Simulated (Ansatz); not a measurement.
# C₂H₄OSSi: up Jacob's ladder to CCSD(T)

How much do the methods differ for C₂H₄OSSi? The plan is to run it at one geometry with functionals of several rungs and with coupled cluster. The yardstick is the atomisation energy at the CCSD(T) limit.

Method: functionals in def2-TZVPP, the program's frozen cores in correlated methods; program: Ansatz 0.2.0, Gaussian basis.

Plan: PBE-D4, r2SCAN-D4, PBE0-D4, B3LYP-D4, ωB97X-V, ωB97M-V, B2PLYP; CCSD(T)/def2-TZVPP; MP2/def2-QZVPP; extrapolation to the limit.

**1. Structure used throughout**

An earlier PBE0-D4 in a triple-zeta def2 set relaxation fixed the geometry.

SMILES `O=CC([SiH3])=S`, 9 atoms, charge 0, spin multiplicity 1.

Atoms are counted from 1 here; the program's logs count them from 0.

Bond lengths: O1–C2 1.202 Å, C2–C3 1.495 Å, C2–H6 1.108 Å, C3–Si4 1.898 Å, C3–S5 1.615 Å, Si4–H7 1.481 Å, Si4–H8 1.484 Å, Si4–H9 1.484 Å. Angles: O1–C2–C3 121.8°, O1–C2–H6 122.9°, C3–C2–H6 115.3°, C2–C3–Si4 116.4°, C2–C3–S5 118.7°, Si4–C3–S5 124.9°, C3–Si4–H7 107.4°, C3–Si4–H8 108.9°, C3–Si4–H9 108.9°, H7–Si4–H8 110.7°, H7–Si4–H9 110.7°, H8–Si4–H9 110.2°.

**2. PBE-D4 (GGA)**

Input file in.yaml:

```yaml
crystal:
  periodic: [false, false, false]
  atoms:
    - {symbol: O, position_ang: [-0.729792, 1.002718, 1.632589]}
    - {symbol: C, position_ang: [-1.309970, 0.350595, 0.805548]}
    - {symbol: C, position_ang: [-0.588309, -0.313060, -0.322603]}
    - {symbol: Si, position_ang: [1.293682, -0.071553, -0.377599]}
    - {symbol: S, position_ang: [-1.442279, -1.169611, -1.392415]}
    - {symbol: H, position_ang: [-2.407026, 0.197401, 0.820658]}
    - {symbol: H, position_ang: [1.799773, -0.805498, -1.559669]}
    - {symbol: H, position_ang: [1.588308, 1.377810, -0.493809]}
    - {symbol: H, position_ang: [1.884113, -0.615003, 0.870200]}
basis:
  gaussian: {orbitals: def2-TZVPP}
hamiltonian: {xc: pbe, dispersion: d4}
output: {forces: true, orbitals: {seedname: orbitals}}
```

Command:

```bash
> ansatz run in.yaml --threads 4 --pin off --events-out ev --progress --plain --max-ram 10444MiB
```

The runs that follow: r2SCAN-D4 (meta-GGA); PBE0-D4 (hybrid); B3LYP-D4 (hybrid); ωB97X-V (range-separated); ωB97M-V (range-separated); B2PLYP (double hybrid); CCSD(T) in def2-TZVPP; MP2 in def2-QZVPP.

Before running them: what should the planned runs give, taken together? Wanted: atomisation energy, CCSD(T)/CBS; farthest; mean size of error, hybrid; mean size of error, range-separated; gap, smallest and largest; T1 diagnostic; triples share of the correlation energy.

**Answer**, as computed:

| quantity | value |
| --- | --- |
| atomisation energy, CCSD(T)/CBS | 3335.1 kJ/mol |
| functionals within 16.7 kJ/mol (0.5 %) | r2SCAN-D4, PBE0-D4, B3LYP-D4, ωB97X-V, ωB97M-V |
| farthest | PBE-D4 (+103.4 kJ/mol) |
| mean size of error, hybrid | 3.9 kJ/mol |
| mean size of error, range-separated | 12.8 kJ/mol |
| gap, smallest and largest | 1.05 eV (PBE-D4), 7.75 eV (ωB97X-V) |
| T1 diagnostic | 0.0159 |
| triples share of the correlation energy | 4.7 % |

What this shows: PBE-D4 is off by +103.4 kJ/mol. Double hybrids carry the basis error of their MP2 part in triple zeta, and no dispersion term here, so their miss is partly the set-up's. Misses under about 16.7 kJ/mol are within the doubt on the reference itself, which lacks core-valence correlation, relativity and higher excitations. Hartree-Fock recovers 69 % of the binding; the rest is correlation. The gap grows from 1.1 to 7.7 eV across the functionals, mostly with the share of exact exchange. The restricted reference is unstable towards a spin-broken one.
